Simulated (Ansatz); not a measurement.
## C, space group P6/mmm: a convergence test of the plane-wave cutoff, step by step

Computed with Ansatz 0.2.0 through its Python package.

Input file `c.xyz`:
```text
2
Lattice="2.45617016 0.0 0.0 -1.22808508 2.12710576 0.0 0.0 0.0 8.52380336" Properties=species:S:1:pos:R:3 pbc="T T T"
C    -0.00000001    1.41807051    0.00000000
C     1.22808509    0.70903525    0.00000000
```

Typed at the interpreter:
```pycon
>>> import warnings
>>> import ansatz as az
>>> import pandas as pd
>>> warnings.simplefilter('ignore', az.DeckWarning)
>>> system = az.Crystal.from_extxyz('c.xyz')
>>> model = system.calculation()
>>> model = model.functional('lda').occupations(az.OccupationsMethod.FERMI_DIRAC)
>>> model = model.kpoints(mesh=(15, 15, 4))
>>> rows = []
>>> for value in [250, 350, 450, 550]:
...     rep = model.basis(value).run().report
...     rows.append((value, rep['free_energy_ev'] / len(rep['lattice']['sites']), rep['n_iterations'], rep['n_pw']))
...
>>> table = pd.DataFrame(rows, columns=['cutoff (eV)', 'F/atom (eV)', 'iterations', 'plane waves'])
>>> table.round(5)
   cutoff (eV)  F/atom (eV)  iterations  plane waves
0          250   -242.38003           6          399
1          350   -242.92574           6          663
2          450   -242.95978           6          983
3          550   -242.96103           6         1317
>>> # the last row is the reference
>>> for row in rows[:-1]:
...     shift = 1000 * (row[1] - rows[-1][1])
...     print(f'{row[0]}: {shift:+.2f} meV/atom' + ('  (within 1 meV)' if abs(shift) < 1 else ''))
...
250: +580.99 meV/atom
350: +35.29 meV/atom
450: +1.25 meV/atom
```

Notes:
- The cell holds layers, chains or clusters in vacuum, no bulk phase.
- Points of the mesh across the vacuum add cost only.
- This isn't the structure that C takes at ambient conditions.
- Shifts are counted from the last row, which is itself no proven limit.
- The script silences the warnings on its input, which a real study should read.
- Timing: 7.7 s on 1 thread of Arm Neoverse V1, on a shared host, peak memory 0.33 GiB.
